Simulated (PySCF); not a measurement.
**MoSeF4: geometry, NMR shifts and electronic excitations**

What NMR shifts and electronic excitations should MoSeF4 (`[F][Mo]([F])([F])([F])=[Se]`) show?

Programs: PySCF 2.14.0, with density-fitted response routines of our own. Each step states its level of theory. These are calculated values for one molecule in the gas phase, unless marked as measured. Atoms count from 0, in the outputs and in this text.

## (1) The starting structure

6 atoms, charge 0, multiplicity 1; geometry from: GFN2-xTB.

Bonds of the start (Å): Mo0–Se1 2.24, Mo0–F2 1.76, Mo0–F3 1.76, Mo0–F4 1.76, Mo0–F5 1.76.

## (2) Geometry optimisation at PBE0-D3(BJ)/def2-SVP

Job settings and geometry (Å):

```
{"job": {"xc": "PBE0", "basis": "def2-SVP", "d3": "d3bj", "grid": 1, "maxiter": 40, "kind": "geom"}, "charge": 0, "multiplicity": 1}
Mo     0.001110     0.001780    -0.136930
Se     0.003530    -0.008690     2.104120
F      1.725570     0.013480    -0.495870
F     -0.012100     1.728420    -0.485720
F     -1.724750    -0.012450    -0.488570
F      0.006640    -1.722550    -0.497030
```

The program printed:

```text
step   0  E = -2868.02502518  max force = 0.101507
step   1  E = -2868.04084298  max force = 0.023347
step   2  E = -2868.04070929  max force = 0.014308
step   3  E = -2868.04487832  max force = 0.007980
step   4  E = -2868.04344684  max force = 0.018767
step   5  E = -2868.04537758  max force = 0.006773
step   6  E = -2868.04538204  max force = 0.002643
step   7  E = -2868.04552027  max force = 0.001349
step   8  E = -2868.04543327  max force = 0.002136
step   9  E = -2868.04552793  max force = 0.001217
step  10  E = -2868.04554020  max force = 0.000525
step  11  E = -2868.04553722  max force = 0.000187
optimisation converged
```

It took 66 s on 1 thread, shared host.

Along the way: (the energy doesn't fall at every step)

```
step  energy from step 0 (eV)  largest force component (eV/Å)
   0                   0.0000                          5.2197
   1                  -0.4304                          1.2006
   2                  -0.4268                          0.7357
   3                  -0.5402                          0.4103
   4                  -0.5013                          0.9650
   5                  -0.5538                          0.3483
   6                  -0.5539                          0.1359
   7                  -0.5577                          0.0694
   8                  -0.5553                          0.1098
   9                  -0.5579                          0.0626
  10                  -0.5582                          0.0270
  11                  -0.5582                          0.0096
```

Distances of close pairs at the start and the end, largest changes first:

```
   bond  before (Å)  after (Å)  change (Å)
 Mo0–F4       1.761      1.835      +0.074
 Mo0–F2       1.761      1.835      +0.074
 Mo0–F3       1.762      1.835      +0.074
 Mo0–F5       1.762      1.835      +0.074
Mo0–Se1       2.241      2.200      -0.041
```

The final coordinates are the input of the step that follows.

```
                         at the end point                value
  point group (found at 0.08 Å tolerance)                  C4v
rotational constants (GHz, main isotopes)  2.119, 1.130, 1.130
                        dipole moment (D)                 2.02
```

## (3) Shielding tensors: PBE0/def2-TZVP+pcSseg-1

Job settings and geometry (Å):

```
{"job": {"kind": "nmr", "xc": "PBE0", "basis": {"default": "pcSseg-1", "Mo": "def2-TZVP"}}, "charge": 0, "multiplicity": 1}
Mo     0.000064     0.000433    -0.046836
Se     0.002534    -0.009840     2.153475
F      1.770576     0.006546    -0.529944
F     -0.004929     1.773867    -0.519123
F     -1.772076    -0.002030    -0.523760
F      0.003831    -1.768986    -0.533811
```

With the program's defaults for keys left out, this is: GIAO PBE0/pcSseg-1 Mo:def2-TZVP NMR shielding, scalar relativity only through core potentials, gas phase.

The program printed:

```text
coarse grid: 36704 points
cycle   1  E = -2868.1121520733  dE = -7.296e+00  |g| = 1.381e+00  |ddm| = 4.143e+00
cycle   2  E = -2866.4586283939  dE =  1.654e+00  |g| = 3.334e+00  |ddm| = 2.374e+00
cycle   3  E = -2868.3253670296  dE = -1.867e+00  |g| = 5.373e-01  |ddm| = 1.824e+00
cycle   4  E = -2868.1938013042  dE =  1.316e-01  |g| = 8.848e-01  |ddm| = 8.976e-01
cycle   5  E = -2868.3848606581  dE = -1.911e-01  |g| = 9.884e-02  |ddm| = 6.930e-01
cycle   6  E = -2868.3870719719  dE = -2.211e-03  |g| = 2.082e-02  |ddm| = 8.039e-02
cycle   7  E = -2868.3871660060  dE = -9.403e-05  |g| = 6.822e-03  |ddm| = 2.272e-02
cycle   8  E = -2868.3871797565  dE = -1.375e-05  |g| = 9.892e-04  |ddm| = 6.096e-03
cycle   9  E = -2868.3871798789  dE = -1.223e-07  |g| = 7.093e-04  |ddm| = 8.243e-04
final grid: 73896 points
cycle  10  E = -2868.3873048933  dE =  6.253e-07  |g| = 2.065e-03  |ddm| = 1.866e-03
cycle  11  E = -2868.3872934310  dE =  1.146e-05  |g| = 7.301e-03  |ddm| = 6.306e-03
cycle  12  E = -2868.3873055073  dE = -1.208e-05  |g| = 1.180e-03  |ddm| = 5.518e-03
cycle  13  E = -2868.3873057971  dE = -2.898e-07  |g| = 2.883e-05  |ddm| = 7.497e-04
cycle  14  E = -2868.3873057972  dE = -7.003e-11  |g| = 1.302e-05  |ddm| = 2.472e-05
converged SCF energy = -2868.3873057972

GIAO shielding tensors (ppm)
atom      isotropic    diamagn.    paramagn.     s11        s22        s33       span
  0 Mo         nan         nan         nan        nan        nan        nan        nan
  1 Se   -1247.116    2998.341   -4245.457  -2632.292  -2631.057   1522.001   4154.294
  2 F      -61.195     474.964    -536.159   -308.113    -14.295    138.823    446.936
  3 F      -61.244     474.963    -536.207   -308.259    -14.439    138.967    447.227
  4 F      -61.109     474.958    -536.067   -308.309    -14.588    139.571    447.880
  5 F      -61.145     474.958    -536.103   -308.140    -14.666    139.371    447.511
```

Run time: 10 s. Hardware: 1 thread, shared host.

The references, computed at this level on geometries of the same kind, shield at (ppm): ¹⁹F CFCl3 177.2, ⁷⁷Se Me2Se 1770. Their shielding less the atom's gives the shift. The references are single molecules in the gas phase, so shifts against H2O, NH3, PH3, H3PO4 or CFCl3 are not on the usual liquid scales and can be off by tens of ppm. Atoms listed in one row are averaged.

```
         atoms            environment  σ (ppm)  δ (ppm)
           Se1  selenium bonded to Mo    -1247     3017
F2, F3, F4, F5  fluorine bonded to Mo    -61.2    238.4
```

Atoms past Kr carry core potentials, so their printed shieldings have no meaning and are left out of the table.

Charges from the same density, by scheme (e):

```
         atoms  Mulliken  ESP fit
           Mo0      1.55     1.08
           Se1     -0.04    -0.04
F2, F3, F4, F5     -0.38    -0.26
```

Mayer bond orders: Mo0–Se1 2.22, Mo0–F2 0.92, Mo0–F3 0.92, Mo0–F4 0.92, Mo0–F5 0.92.

With diffuse functions Mulliken charges and Mayer bond orders lose their meaning; the other schemes are steadier.

## (4) Excited states and response: PBE0/def2-SVPD

Job settings and geometry (Å):

```
{"job": {"kind": "uv", "xc": "PBE0", "basis": "def2-SVPD", "ip": true, "nstates": 10}, "charge": 0, "multiplicity": 1}
Mo     0.000064     0.000433    -0.046836
Se     0.002534    -0.009840     2.153475
F      1.770576     0.006546    -0.529944
F     -0.004929     1.773867    -0.519123
F     -1.772076    -0.002030    -0.523760
F      0.003831    -1.768986    -0.533811
```

With the program's defaults for keys left out, this is: TDDFT PBE0/def2-SVPD, vertical, gas phase, core orbitals frozen in the response.

The program printed:

```text
coarse grid: 36704 points
cycle   1  E = -2867.8094771639  dE = -8.346e+00  |g| = 1.189e+00  |ddm| = 4.076e+00
cycle   2  E = -2865.8433401407  dE =  1.966e+00  |g| = 3.560e+00  |ddm| = 3.199e+00
cycle   3  E = -2868.0385199026  dE = -2.195e+00  |g| = 3.545e-01  |ddm| = 2.465e+00
cycle   4  E = -2867.9832829250  dE =  5.524e-02  |g| = 5.703e-01  |ddm| = 8.836e-01
cycle   5  E = -2868.0672172750  dE = -8.393e-02  |g| = 1.058e-01  |ddm| = 6.719e-01
cycle   6  E = -2868.0698480420  dE = -2.631e-03  |g| = 1.650e-02  |ddm| = 1.192e-01
cycle   7  E = -2868.0699343673  dE = -8.633e-05  |g| = 4.443e-03  |ddm| = 3.116e-02
cycle   8  E = -2868.0699410692  dE = -6.702e-06  |g| = 7.662e-04  |ddm| = 6.630e-03
final grid: 73896 points
cycle   9  E = -2868.0699123208  dE =  1.393e-06  |g| = 2.647e-03  |ddm| = 3.674e-03
cycle  10  E = -2868.0698864680  dE =  2.585e-05  |g| = 1.044e-02  |ddm| = 1.243e-02
cycle  11  E = -2868.0699138525  dE = -2.738e-05  |g| = 8.950e-04  |ddm| = 1.046e-02
cycle  12  E = -2868.0699140206  dE = -1.681e-07  |g| = 5.527e-05  |ddm| = 8.095e-04
cycle  13  E = -2868.0699140214  dE = -7.385e-10  |g| = 1.658e-05  |ddm| = 6.293e-05
converged SCF energy = -2868.0699140214

Static polarisability (au): isotropic 68.731, principal 58.307 58.310 89.575

Singlet excitations
state   eV       nm        f      main configurations
  1   2.9376    422.1   0.00037   H->L 0.99
  2   2.9378    422.0   0.00037   H-1->L 0.99
  3   3.1051    399.3   0.00000   H-1->L+1 0.47, H->L+2 0.47
  4   3.4145    363.1   0.00000   H->L+2 0.49, H-1->L+1 0.49
  5   3.4863    355.6   0.00000   H->L+1 0.49, H-1->L+2 0.49
  6   4.5095    274.9   0.00000   H-2->L 0.99
  7   4.6894    264.4   0.00298   H->L+3 0.95
  8   4.6896    264.4   0.00298   H-1->L+3 0.95
  9   4.8106    257.7   0.08770   H-1->L+2 0.33, H->L+1 0.33, H-2->L+3 0.28
 10   4.8576    255.2   0.00276   H-2->L+1 0.96

Triplet excitations (Tamm-Dancoff, eV): 2.3483 2.6574 2.7128 2.7253
Vertical electron affinity (delta-SCF) = 2.8322 eV
```

Wall time 49 s (1 thread, shared host).

Frontier orbitals and where they lie:

```
orbital      eV                       atoms
 HOMO−3  -11.83   F2 25 %, F5 25 %, F3 25 %
 HOMO−2  -10.84          Se1 65 %, Mo0 26 %
 HOMO−1   -9.18  Se1 63 %, Mo0 20 %, F4 8 %
   HOMO   -9.18  Se1 63 %, Mo0 20 %, F5 8 %
   LUMO   -4.55    Mo0 70 %, F4 8 %, F3 8 %
 LUMO+1   -4.18  Mo0 53 %, Se1 31 %, F5 8 %
 LUMO+2   -4.18  Mo0 53 %, Se1 31 %, F4 8 %
```

With each of the 10 states as a Gaussian band of 0.4 eV half-width at 1/e, the curve within the window shown has maxima at 258 nm (ε 3,900) L/(mol cm). Beyond the last state computed it falls off for lack of states. The curve at chosen wavelengths:

```csv
nm,ε (L/mol/cm)
240,1798
252,3615
263,3659
275,2203
286,961
298,288
309,77
321,16
332,4
344,2
356,5
367,9
379,15
390,21
402,26
413,29
425,30
437,28
448,25
460,21
471,17
483,13
494,9
506,7
517,5
529,3
```

Ground-state properties from the same run:

```
           property  computed
  dipole moment (D)      2.16
polarisability (Å³)     10.18
 HOMO–LUMO gap (eV)      4.62
      −ε(HOMO) (eV)      9.18
```

## (5) Shielding tensors: B3LYP/def2-TZVP+pcSseg-1

Job settings and geometry (Å):

```
{"job": {"kind": "nmr", "xc": "B3LYP", "basis": {"default": "pcSseg-1", "Mo": "def2-TZVP"}, "pop": false}, "charge": 0, "multiplicity": 1}
Mo     0.000064     0.000433    -0.046836
Se     0.002534    -0.009840     2.153475
F      1.770576     0.006546    -0.529944
F     -0.004929     1.773867    -0.519123
F     -1.772076    -0.002030    -0.523760
F      0.003831    -1.768986    -0.533811
```

Method: GIAO B3LYP/pcSseg-1 Mo:def2-TZVP NMR shielding, scalar relativity only through core potentials, gas phase.

The program printed:

```text
coarse grid: 36704 points
cycle   1  E = -2868.8254596591  dE = -7.205e+00  |g| = 1.477e+00  |ddm| = 4.110e+00
cycle   2  E = -2866.5446094639  dE =  2.281e+00  |g| = 3.856e+00  |ddm| = 2.638e+00
cycle   3  E = -2869.0334774491  dE = -2.489e+00  |g| = 6.802e-01  |ddm| = 2.061e+00
cycle   4  E = -2868.7712941892  dE =  2.622e-01  |g| = 1.219e+00  |ddm| = 1.203e+00
cycle   5  E = -2869.1335068745  dE = -3.622e-01  |g| = 1.201e-01  |ddm| = 8.959e-01
cycle   6  E = -2869.1364628731  dE = -2.956e-03  |g| = 2.849e-02  |ddm| = 9.625e-02
cycle   7  E = -2869.1365868562  dE = -1.240e-04  |g| = 1.210e-02  |ddm| = 2.713e-02
cycle   8  E = -2869.1366289841  dE = -4.213e-05  |g| = 9.736e-04  |ddm| = 1.024e-02
cycle   9  E = -2869.1366289785  dE =  5.552e-09  |g| = 1.047e-03  |ddm| = 9.753e-04
final grid: 73896 points
cycle  10  E = -2869.1368945852  dE =  1.209e-06  |g| = 2.875e-03  |ddm| = 2.507e-03
cycle  11  E = -2869.1368753956  dE =  1.919e-05  |g| = 9.660e-03  |ddm| = 8.148e-03
cycle  12  E = -2869.1368948890  dE = -1.949e-05  |g| = 2.440e-03  |ddm| = 7.608e-03
cycle  13  E = -2869.1368962164  dE = -1.327e-06  |g| = 5.827e-05  |ddm| = 1.628e-03
cycle  14  E = -2869.1368962171  dE = -6.394e-10  |g| = 1.762e-05  |ddm| = 5.413e-05
converged SCF energy = -2869.1368962171

GIAO shielding tensors (ppm)
atom      isotropic    diamagn.    paramagn.     s11        s22        s33       span
  0 Mo         nan         nan         nan        nan        nan        nan        nan
  1 Se   -1266.618    2998.866   -4265.484  -2648.892  -2647.675   1496.713   4145.604
  2 F      -69.476     476.031    -545.507   -315.639    -28.893    136.103    451.742
  3 F      -69.532     476.030    -545.561   -315.783    -29.043    136.231    452.014
  4 F      -69.392     476.025    -545.416   -315.822    -29.197    136.845    452.667
  5 F      -69.425     476.025    -545.450   -315.655    -29.272    136.652    452.307
```

It took 9.9 s on 1 thread, shared host.

Key values: δ Se1 2947, F2 241.4 ppm (means over like atoms).

## (6) Run by run: NMR shifts

Shifts (ppm), means over like atoms, with basis size and wall time:

```
                     run   Se1     F2  functions   time
 PBE0/def2-TZVP+pcSseg-1  3017  238.4        149   10 s
B3LYP/def2-TZVP+pcSseg-1  2947  241.4        149  9.9 s
```

## (7) What came out

```
                                                                           quantity                        value
                                                                        point group                          C4v
                                               rotational constants (main isotopes)         2.12, 1.13, 1.13 GHz
                                ⁷⁷Se shifts against Me2Se (PBE0/def2-TZVP+pcSseg-1)                     3017 ppm
¹⁹F shifts against CFCl3 (PBE0/def2-TZVP+pcSseg-1, means over atoms taken as alike)                    238.4 ppm
                                                    lowest singlet (PBE0/def2-SVPD)  2.94 eV (422 nm), f = 0.000
                                           brightest single state of those computed  state 9, 4.81 eV, f = 0.088
                                                                     lowest triplet                      2.35 eV
                                                  vertical electron affinity (ΔSCF)                      2.83 eV
                                                          range of the shift of Se1             2947 to 3017 ppm
```

**Reading.** Over 11 steps the energy fell by 0.558 eV; of the close pairs, Mo0–F4 changed most, 1.761 to 1.835 Å. No frequency check was run at this level, so the end point may be a saddle. At PBE0/def2-TZVP+pcSseg-1: The largest span, 4154 ppm, is at Se1, where the paramagnetic term is -4245 ppm. The lowest singlet, at 2.94 eV, is HOMO→LUMO 0.99 and is dark; of the 10 states computed, the strongest absorption comes from state 9 at 4.81 eV. The lowest triplet lies 0.59 eV below the lowest singlet (triplets in Tamm-Dancoff, singlets in full TDDFT). Across the 2 runs the shift of Se1 moves most, between 2947 (B3LYP/def2-TZVP+pcSseg-1) and 3017 ppm (PBE0/def2-TZVP+pcSseg-1). Most of that comes from the computed reference, not from the atom's own shielding. Spin-orbit coupling is left out, which matters for shieldings and couplings at and beside the heavy atoms.
